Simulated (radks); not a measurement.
# As inside a hard spherical wall

What does compression do to the levels of As? A hard sphere of shrinking radius stands in for pressure; the configuration is held at [Ar] 3d10 4s2 4p3.

Program: radks (a radial shooting solver on a logarithmic mesh, Libxc functionals) version 1. Level of theory: scalar-relativistic Kohn-Sham, LDA (Slater exchange, VWN5 correlation), spin-polarised, spherical densities, finite nucleus; open shells are filled with parallel spins first. These are calculated values, not measurements, unless marked.

## 1. Starting point

```
element            : arsenic (Z = 33)
charge             : 0
electrons          : 33
configuration      : [Ar] 3d10 4s2 4p3
nuclear rms radius : 4.0968 fm
```

The outer shells:

As
```
[Ar] core
3d [↑↓][↑↓][↑↓][↑↓][↑↓]
4s [↑↓]
4p [↑ ][↑ ][↑ ]
```

## 2. The free atom

Input:

```text
Z 33
configuration [Ar] 3d10 4s2 4p3 5s0 4d0 5p0
relativity scalar-relativistic
functional lda,vwn5
spin polarised
nucleus finite rms 4.0968 fm
c 137.035999084
```

## 3. Wall at 8 bohr

Changes since step 2:

```diff
@@ -6,2 +6,3 @@
 nucleus finite rms 4.0968 fm
+wall 8 bohr
 c 137.035999084
```

## 4. Wall at 6 bohr

Changes since step 3:

```diff
@@ -6,3 +6,3 @@
 nucleus finite rms 4.0968 fm
-wall 8 bohr
+wall 6 bohr
 c 137.035999084
```

## 5. Wall at 5 bohr

Changes since step 4:

```diff
@@ -6,3 +6,3 @@
 nucleus finite rms 4.0968 fm
-wall 6 bohr
+wall 5 bohr
 c 137.035999084
```

## 6. Wall at 4 bohr

Changes since step 5:

```diff
@@ -6,3 +6,3 @@
 nucleus finite rms 4.0968 fm
-wall 5 bohr
+wall 4 bohr
 c 137.035999084
```

## 7. Wall at 2.5 bohr

Changes since step 6:

```diff
@@ -6,3 +6,3 @@
 nucleus finite rms 4.0968 fm
-wall 4 bohr
+wall 2.5 bohr
 c 137.035999084
```

## 8. Wall at 2 bohr

Changes since step 7:

```diff
@@ -6,3 +6,3 @@
 nucleus finite rms 4.0968 fm
-wall 2.5 bohr
+wall 2 bohr
 c 137.035999084
```

Q: Predict the outcome of this session. Wanted: for each run, R; E − E(free); ε(4p); ε(5s, empty); ε(5p, empty); ε(4d, empty); pressure.

As calculated:

```
R (bohr)  E − E(free) (eV)  ε(4p) (eV)  ε(5s, empty) (eV)  ε(5p, empty) (eV)  ε(4d, empty) (eV)  pressure (GPa)
    free             0.000      -5.962             -0.514                  -                  -               0
       8             0.039      -5.878              0.977              3.764              2.841          0.0695
       6             0.551      -5.269              4.779              9.511              5.222            1.75
       5             2.128      -4.019             10.552             17.097              8.263            10.1
       4             8.761      -0.365             25.003             34.393             15.199            68.8
     2.5            95.811      28.283             119.73             136.93             56.912            2385
       2            253.70      68.214             234.22             254.46             105.37           11544
```

**Reading.** Eigenvalues are for spin up. At the tightest wall, 2 bohr, the energy stands 253.70 eV above the free atom and the pressure, −dE/dV, is 11544 GPa. Of the levels in the table that exist at both ends, 5s (empty) rises most from the free atom (234.74 eV). From R = 2.5 bohr inwards the highest occupied level lies above zero, pushed up by confinement. Shells are not refilled when levels cross, and a hard wall is a model, not a crystal.
